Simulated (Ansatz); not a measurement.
Te2Au:

```
Au Te
1.0
     3.59735   -2.20730    0.00000
     3.59735    2.20730    0.00000
    -0.00336    0.00000    5.07030
Au Te
1 2
Direct
  0.00000 0.00000 0.00000
  0.31065 0.31065 0.71167
  0.68935 0.68935 0.28833
```

| Item | Value |
| --- | --- |
| Program | Ansatz 0.2.0 |
| Task | relaxation of cell and atoms |
| Functional | RPBE |
| Dispersion | D3(BJ) |
| Potentials or basis | Ansatz PAW |
| Cutoff | 420 eV (not typed: the program's choice for these potentials) |
| k mesh | 7 × 7 × 5 |
| Occupations | fermi-dirac, width 0.05 eV |
| Spin | no spin polarisation |

At the start: volume 26.84 Å³/atom.

Where does the relaxation end?

It ends after 9 steps and the volume is 21.07 Å³/atom (-21.5 %); space group P-3m1 (No. 164, to 0.05 Å).

Step by step:
```tsv
step	energy change (eV)	largest force (eV/Å)	volume (Å³)
1	0.0000	0.3218	80.52
2	-0.8741	0.7221	70.88
3	-1.2334	0.1475	62.44
4	-1.2487	0.1294	63.87
5	-1.2547	0.0554	63.54
6	-1.2575	0.0786	63.10
7	-1.2581	0.0165	63.13
8	-1.2584	0.0044	63.20
9	-1.2546	0.0047	63.20
```

Final structure:
```yaml
crystal:
  lattice:
    - [3.50378, -2.02276, 0.00110]
    - [3.50378, 2.02276, 0.00110]
    - [-0.00172, 0.00000, 4.45882]
  atoms:
    - { symbol: Au, position: [0.00000, 0.00000, 0.00000] }
    - { symbol: Te, position: [0.33335, 0.33335, 0.70075] }
    - { symbol: Te, position: [0.66665, 0.66665, 0.29925] }
```

Caveat: the volume moved by over 15 % at a fixed basis, so the end points are rough; the plane-wave basis is chosen anew once the cell has moved, so the energies of steps on either side of that aren't comparable; the volume moved by -22 % from the deposited cell, more than functionals usually miss; the PAW data sets come from PBE, with cores solved anew for the run's functional, which leaves a small shift of forces and pressure.
